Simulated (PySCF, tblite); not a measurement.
# C₅H₇F₃O₂: geometry, infrared bands and NMR shifts

Wanted: the infrared bands and NMR shifts of C₅H₇F₃O₂ (`CC(=O)COC(F)(F)CF`), by calculation.

The runs use tblite 0.8.0 and PySCF 2.14.0, with density-fitted response routines of our own; the level of theory stands in each step. All values are computed, except where a source is named. Atoms are numbered from 0 throughout.

## 1. The molecule as given

17 atoms, charge 0, multiplicity 1; geometry from: force field or distance geometry start.

Bonds of the start (Å): C0–C1 1.49, C1–O2 1.26, C1–C3 1.46, C3–O4 1.37, O4–C5 1.35, C5–F6 1.36, C5–F7 1.42, C5–C8 1.54, C8–F9 1.37, C0–H10 1.12, C0–H11 1.09, C0–H12 1.12, C3–H13 1.15, C3–H14 1.16, C8–H15 1.09, C8–H16 1.11.

## 2. Relaxing the molecule with GFN2-xTB

What the job is given:

```
{"job": {"kind": "relax", "xc": "GFN2-xTB", "basis": "xTB"}, "charge": 0, "multiplicity": 1}
C      2.120000    -0.704400     0.334900
C      1.770200     0.515500    -0.440000
O      2.724700     1.324400    -0.562100
C      0.508900     0.900400    -1.064900
O     -0.618300     0.164800    -0.833500
C     -1.204300     0.136000     0.377100
F     -0.426000    -0.340800     1.386300
F     -1.696200     1.423600     0.712700
C     -2.485600    -0.719800     0.383600
F     -3.416900    -0.218700    -0.494000
H      2.171000    -0.534400     1.442400
H      1.463000    -1.526200     0.040100
H      3.147800    -0.981100    -0.012800
H      0.757500     0.942700    -2.183000
H      0.340500     1.999200    -0.743900
H     -2.260600    -1.773400     0.238100
H     -2.902700    -0.595600     1.409200
```

Started as:

```bash
> OMP_NUM_THREADS=1 python probes_run.py task.json out
```

One launch serves the whole session: the jobs run in the order shown.

**Question.** This job is followed by: GFN2-xTB harmonic vibrations, gas phase; GIAO PBE0/pcSseg-1 NMR shielding, non-relativistic, gas phase. What will the session give for the following? strongest single infrared mode (GFN2-xTB); zero-point energy (GFN2-xTB); 13C shifts against TMS (PBE0/pcSseg-1); 1H shifts against TMS (PBE0/pcSseg-1, means over atoms taken as alike); 17O shifts against H2O (PBE0/pcSseg-1); 19F shifts against CFCl3 (PBE0/pcSseg-1, means over atoms taken as alike).

As calculated:

| quantity | value |
| --- | --- |
| strongest single infrared mode (GFN2-xTB) | 1786 cm⁻¹, 330 km/mol |
| zero-point energy (GFN2-xTB) | 73.8 kcal/mol |
| 13C shifts against TMS (PBE0/pcSseg-1) | 211.6, 128.8, 86.0, 73.8, 29.7 ppm |
| 1H shifts against TMS (PBE0/pcSseg-1, means over atoms taken as alike) | 4.89, 4.55, 2.46 ppm |
| 17O shifts against H2O (PBE0/pcSseg-1) | 665.8, 113.0 ppm |
| 19F shifts against CFCl3 (PBE0/pcSseg-1, means over atoms taken as alike) | -98.8, -264.2 ppm |

Over 93 steps the energy fell by 0.861 eV; of the close pairs, C1–C3 changed most, 1.459 to 1.530 Å. All 45 modes are real, so the xTB geometry is a minimum. The strongest single mode, at 1786 cm⁻¹, moves mainly C1 and O2. Unscaled tight-binding wavenumbers are off by several per cent, some by more. Its intensities can rank the bands wrongly. The most deshielded carbon is C1 (ketone carbonyl carbon), at 211.6 ppm: the double bond to the heteroatom, with no lone-pair donor beside it, deshields it most. H15, H16 (mean) (hydrogen on an sp3 CH2 bonded to F) lies farthest downfield among hydrogen, at 4.89 ppm; its carbon carries F, an electronegative neighbour. At PBE0/pcSseg-1: The largest span, 1273 ppm, is at O2, where the paramagnetic term is -725 ppm.
